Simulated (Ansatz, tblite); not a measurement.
# The cluster Al₇H: rung by rung

Aim: run the singlet of the cluster Al₇H at one geometry on many levels, and compare frontier levels, spin and run time.

Computed with Ansatz 0.2.0, Gaussian basis. Level: as each input shows.

Levels to be run: GFN1-xTB, GFN2-xTB, PBE-D4/def2-TZVP, r2SCAN-D4/def2-TZVP, LC-ωPBE/def2-TZVP, BLYP-D4/def2-TZVP, BHLYP-D4/def2-TZVP, PBE-D4/def2-SVP, PBE0-D4/def2-SVP, HF/STO-3G, PBE0-D4/def2-TZVPD, PBE-D4/def2-TZVPD, LC-ωPBE/def2-TZVPD, CCSD(T)/def2-TZVPP, MP2/def2-TZVP, RPA/def2-TZVP.

4 further runs of the same task are left out: 4 set aside as unsound or not needed. Runs told in other sessions of the task aren't counted.

### 1 The structure

The singlet was relaxed beforehand with B3LYP-D4/def2-SVP. At that level it is the lowest of the isomers that a small search found.

8 atoms, charge 0, spin multiplicity 1.

Bond lengths: Al1–Al3 2.557 Å, Al1–Al5 2.586 Å, Al2–Al3 2.537 Å, Al2–Al5 2.709 Å, Al2–Al6 2.693 Å, Al2–Al7 2.616 Å, Al3–Al6 2.682 Å, Al3–H8 1.747 Å, Al4–Al6 2.575 Å, Al4–Al7 2.569 Å, Al5–Al7 2.587 Å. Angles: Al3–Al1–Al5 116.0°, Al3–Al2–Al5 112.5°, Al3–Al2–Al6 61.6°, Al3–Al2–Al7 114.5°, Al5–Al2–Al6 168.5°, Al5–Al2–Al7 58.1°, Al6–Al2–Al7 114.0° and more.

PBE0-D4/def2-TZVP was run before; its log isn't repeated, and its numbers join the tables.

### 2 GFN1-xTB

Tight binding, by tblite at 300 K electronic temperature and without a spin-polarisation term:

```python
tblite.interface.Calculator('GFN1-xTB', numbers, positions, charge=0, uhf=0).singlepoint()
```

Energy -248.6777 eV, HOMO -6.45 eV, LUMO -5.89 eV; 0.012 s.

### 3 GFN2-xTB

Tight binding, by tblite at 300 K electronic temperature and without a spin-polarisation term:

```python
tblite.interface.Calculator('GFN2-xTB', numbers, positions, charge=0, uhf=0).singlepoint()
```

Energy -204.4243 eV, HOMO -6.43 eV, LUMO -6.14 eV; 0.11 s.

### 4 PBE-D4/def2-TZVP

start.molden holds the orbitals of an earlier run on this state, given as this run's starting guess.

The input, in.yaml:

```yaml
crystal:
  periodic: [false, false, false]
  atoms:
    - {symbol: Al, position_ang: [1.349339, 2.059966, 0.353646]}
    - {symbol: Al, position_ang: [-0.930643, 0.447056, -0.025274]}
    - {symbol: Al, position_ang: [0.930204, -0.134536, 1.597464]}
    - {symbol: Al, position_ang: [-0.231057, -1.843879, -1.343461]}
    - {symbol: Al, position_ang: [-0.437514, 2.734439, -1.390348]}
    - {symbol: Al, position_ang: [-0.949234, -1.987969, 1.125270]}
    - {symbol: Al, position_ang: [-0.219758, 0.428562, -2.542347]}
    - {symbol: H, position_ang: [0.488661, -1.703628, 2.225051]}
basis:
  gaussian: {orbitals: def2-TZVP, initial_orbitals: start.molden}
hamiltonian: {xc: pbe, dispersion: d4}
scf: {omitted_lower_state_checks: [starts]}
output: {orbitals: {seedname: orbitals}}
```

Command:

```sh
$ ansatz run in.yaml --threads 4 --pin off --events-out ev --progress --plain --max-ram 4787MiB
```

After this run come: r2SCAN-D4/def2-TZVP; LC-ωPBE/def2-TZVP; BLYP-D4/def2-TZVP; BHLYP-D4/def2-TZVP; PBE-D4/def2-SVP; PBE0-D4/def2-SVP; HF/STO-3G; PBE0-D4/def2-TZVPD; PBE-D4/def2-TZVPD; LC-ωPBE/def2-TZVPD; CCSD(T)/def2-TZVPP; MP2/def2-TZVP; RPA/def2-TZVP.

Before running them: what should the planned runs give, taken together? Wanted: gap in def2-TZVP, named functionals, smallest and largest; correlation energy, CCSD(T)/def2-TZVPP; correlation energy, MP2/def2-TZVP; binding an atom, functionals in def2-TZVP; PBE0 total energy, smallest basis above largest.

**Answer**, as computed:

| quantity | value |
| --- | --- |
| gap in def2-TZVP, named functionals, smallest and largest | 0.98 eV (BLYP-D4), 5.24 eV (LC-ωPBE) |
| correlation energy, CCSD(T)/def2-TZVPP | -17.84 eV |
| correlation energy, MP2/def2-TZVP | -15.67 eV |
| binding an atom, functionals in def2-TZVP | 1.79 (BHLYP-D4) to 2.21 eV (PBE-D4) |
| PBE0 total energy, smallest basis above largest | 16.17 eV (def2-SVP, def2-TZVPD) |

**Reading.** Orbital gaps of the named functionals in def2-TZVP span 0.98 eV (BLYP-D4) to 5.24 eV (LC-ωPBE); exact exchange widens it. Notes on CCSD(T)/def2-TZVPP: large T1 diagnostic.
